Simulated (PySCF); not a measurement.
# TaC+: bond curves at several levels of theory

One job finds the state of TaC+, follows it along the bond with each method and fits the curves.

Method: Ta def2-TZVPPD with ECP60, C def2-TZVPPD, scalar-relativistic core potentials; program: PySCF 2.14.0.

## Step 1: Input

The job is set up so:

* atoms: Ta, C
* charge: 1
* basis: Ta def2-TZVPPD with ECP60, C def2-TZVPPD
* Hamiltonian: scalar-relativistic core potentials
* basis functions: 96
* electrons treated: 18
* masses in u: 180.9480, 12.0000
* levels: PBE0, PBE, r²SCAN, BP86, TPSS, revPBE, M06-L, BHandHLYP, ωB97M-V, HF, MP2, SCS-MP2, CCSD, CCSD(T)
* grid: 80 radial by 434 angular points
* occupations: held fixed by the projection of orbital angular momentum
* dissociation limit: Ta+ + C, each in its ground configuration
* starting distance in angstrom: 2.170
* values of 2S to try: 0, 2, 4, 6, 8

On the command line:

```
$ OMP_NUM_THREADS=2 python dia.py task.json out
```

Further steps of the session: First curve: PBE0; Excited determinants; PBE (GGA); r²SCAN (meta-GGA); BP86; TPSS (meta-GGA); revPBE; M06-L; BHandHLYP; ωB97M-V; UHF (mean field); Adding correlation.

Q: Predict the outcome of this session. Wanted: for each run, Re; ωe; De; μ.

**Answer**, as computed:

Lowest PBE0 solution found, without spin–orbit coupling: quintet, unpaired electrons σ ↑↑, π ↑, δ ↑. State 2 has its PBE0 minimum 0.05 eV higher. State 3 has its PBE0 minimum 0.23 eV higher, as a spin-mixed determinant (⟨S²⟩ = 2.00), so this is no gap between pure states. State 4 has its PBE0 minimum 0.26 eV higher, as a spin-mixed determinant (⟨S²⟩ = 2.00), so this is no gap between pure states. The other levels ran on the lowest alone.

```csv
level,Re (Å),ωe (cm⁻¹),De (eV),μ (D)
UHF-CCSD,1.872,886,3.43,n/a
UHF-CCSD(T),1.886,860,3.85,n/a
PBE,1.877,864,4.50,-1.69
revPBE,1.882,855,4.25,-1.72
BP86,1.880,858,4.48,-1.64
TPSS,1.880,867,4.26,-1.93
r²SCAN,1.867,894,3.87,-1.96
M06-L,1.866,877,4.61,-2.13
PBE0,1.857,913,3.90,-2.07
BHandHLYP,1.852,929,3.13,-2.39
ωB97M-V,1.855,923,3.54,-2.40
```

De is counted to Ta+ + C in their ground configurations. A positive dipole points from Ta to C; in an ion it is taken about the centre of mass and does not tell which atom is negative. No constants: UHF (the points don't follow one smooth fit); UHF-MP2 (the points don't follow one smooth fit); UHF-SCS-MP2 (the points don't follow one smooth fit).

In words: Bond lengths run from 1.852 Å (BHandHLYP) to 1.886 Å (UHF-CCSD(T)). Of the levels with a De here, BHandHLYP gives the least (3.13 eV) and M06-L the most (4.61 eV).

Correlated steps freeze 1 core orbital. These are scalar-relativistic numbers at best; spin–orbit coupling would shift them, the dissociation energy most. The state is the lowest single determinant that the PBE0 search found; with open d or f shells the true ground state can be another one. T1 is 0.029 near the minimum (highest on the curve 0.078), which may point to more than one leading configuration. At some levels the lowest empty orbital lies below the highest filled one (the two can be of opposite spin). With spin–orbit coupling the term label itself may not hold.
